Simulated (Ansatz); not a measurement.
# TiSi: the cost of one run

Program: Ansatz 0.2.0. Level of theory: DFT PBEsol, frozen-core PAW and all-electron LAPW, scalar-relativistic unless said. These are calculated values, not measurements.

## 1. The system as given

It takes space group Cmmm (No. 65, orthorhombic). The conventional cell has a = 3.632 Å, b = 4.235 Å, c = 3.804 Å, α = 90.00°, β = 90.00°, γ = 90.00°. Ti (site symmetry mmm) has 8 Si at 2.63 to 2.85 Å and 4 Ti at 2.79 Å as nearest neighbours. Around Si (site symmetry mmm) lie 8 Ti at 2.63 to 2.85 Å.

Structure file:

```cif
data_structure
_symmetry_space_group_name_H-M 'Cmmm'
_symmetry_Int_Tables_number 65
_cell_length_a 3.6324
_cell_length_b 4.2352
_cell_length_c 3.8039
_cell_angle_alpha 90.000
_cell_angle_beta 90.000
_cell_angle_gamma 90.000
_cell_volume 58.52
loop_
_atom_site_label
_atom_site_type_symbol
_atom_site_symmetry_multiplicity
_atom_site_Wyckoff_symbol
_atom_site_fract_x
_atom_site_fract_y
_atom_site_fract_z
_atom_site_occupancy
Ti1 Ti 2 b 0.50000 0.00000 0.00000 1
Si1 Si 2 d 0.00000 0.00000 0.50000 1
```

Cartesian axes are those of the input's lattice vectors. The structure goes back to a database entry.

## 2. Cell and atoms relaxed, PAW

Input file input.yaml:

```yaml
crystal:
  lattice:
    - [1.816178, -2.117624, 0.0]
    - [1.816178, 2.117624, 0.0]
    - [0.0, 0.0, 3.803934]
  atoms:
    - { symbol: Ti, position: [0.5, 0.5, 0.0] }
    - { symbol: Si, position: [0.0, 0.0, 0.5] }
kpoints:
  mp_grid: { grid: [12, 12, 10] }
scf:
  occupations: { method: fermi_dirac, width: 0.1 }
hamiltonian:
  xc: pbesol
  pseudopotentials: { kind: paw }
relax:
  f_tol: 0.002
  max_steps: 80
  cell: {}
output:
  forces: true
  stress: true
```

On the command line:

```
$ ansatz run input.yaml --threads 2 --pin off --max-ram 6144MiB --backend cpu --events-out ev --progress --plain --runs-dir out
```

**Question.** How long does this run take on 2 threads of Arm Neoverse V1, shared host, and how much memory does it need?

About 15 s, with a peak of 0.39 GiB.
